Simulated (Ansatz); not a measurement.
# Hf3SiO8: the cost of one run

Method: DFT PBE, scalar-relativistic, plane waves, PAW, in Ansatz 0.2.0.

### Step 1. Starting point

Symmetry: Immm, No. 71, orthorhombic system. The conventional cell has a = 6.383 Å, b = 6.778 Å, c = 6.778 Å, α = 90.00°, β = 90.00°, γ = 90.00°. Around Hf (site symmetry mmm) lie 6 O at 2.07 Å. Hf (site symmetry 2mm) is surrounded by 6 O at 2.07 Å. Around Si (site symmetry mmm) lie 6 O at 2.07 Å. Around O (site symmetry m) lie 2 Hf at 2.07 Å and 1 Si at 2.07 Å. Around O (site symmetry m2m) lie 1 Si at 2.07 Å and 2 Hf at 2.07 Å. Around O (site symmetry m2m) lie 3 Hf at 2.07 Å.

Structure file:

```cif
data_structure
_symmetry_space_group_name_H-M 'Immm'
_symmetry_Int_Tables_number 71
_cell_length_a 6.3831
_cell_length_b 6.7779
_cell_length_c 6.7779
_cell_angle_alpha 90.000
_cell_angle_beta 90.000
_cell_angle_gamma 90.000
_cell_volume 293.24
loop_
_atom_site_label
_atom_site_type_symbol
_atom_site_symmetry_multiplicity
_atom_site_Wyckoff_symbol
_atom_site_fract_x
_atom_site_fract_y
_atom_site_fract_z
_atom_site_occupancy
Hf1 Hf 2 b 0.50000 0.00000 0.00000 1
Hf2 Hf 4 f 0.25000 0.50000 0.00000 1
Si1 Si 2 a 0.00000 0.00000 0.00000 1
O1 O 8 m 0.75000 0.00000 0.19496 1
O2 O 4 g 0.00000 0.69496 0.00000 1
O3 O 4 h 0.00000 0.19496 0.50000 1
```

The start is an ordering of an alloy on its end members' structure types: elements ordered on the sites of the HfO2 type, Hf/Si on Hf (Immm, No. 71).

### Step 2. A first look at the guess

input.yaml

```yaml
crystal:
  lattice:
    - [-3.19153003, 3.38893739, 3.38893739]
    - [3.19153003, -3.38893739, 3.38893739]
    - [3.19153003, 3.38893739, -3.38893739]
  atoms:
    - { symbol: Hf, position: [0.0, 0.5, 0.5] }
    - { symbol: Hf, position: [0.5, 0.25, 0.75] }
    - { symbol: Hf, position: [0.5, 0.75, 0.25] }
    - { symbol: Si, position: [0.0, 0.0, 0.0] }
    - { symbol: O, position: [0.19495512, 0.94495512, 0.75] }
    - { symbol: O, position: [0.19495512, 0.44495512, 0.25] }
    - { symbol: O, position: [0.69495512, 0.0, 0.69495512] }
    - { symbol: O, position: [0.69495512, 0.5, 0.19495512] }
    - { symbol: O, position: [0.30504488, 0.0, 0.30504488] }
    - { symbol: O, position: [0.30504488, 0.5, 0.80504488] }
    - { symbol: O, position: [0.80504488, 0.55504488, 0.75] }
    - { symbol: O, position: [0.80504488, 0.05504488, 0.25] }
basis:
  ecutwfc: 420
kpoints:
  mp_grid: { grid: [4, 4, 4] }
hamiltonian:
  xc: pbe
scf:
  occupations: { method: gaussian, width: 0.1 }
  lower_state_search: "off"
output:
  forces: true
  stress: true
  eigenvalues: true
```

The run is started by

```
$ ansatz run input.yaml --threads 1 --pin off --max-ram 2560MiB --backend cpu --events-out ev --progress --plain --runs-dir out
```

**Question.** How long does this run take on 1 thread of Intel Xeon 6975P-C (Granite Rapids), shared host, and how much memory does it need?

About 7.2 s, with a peak of 0.53 GiB.
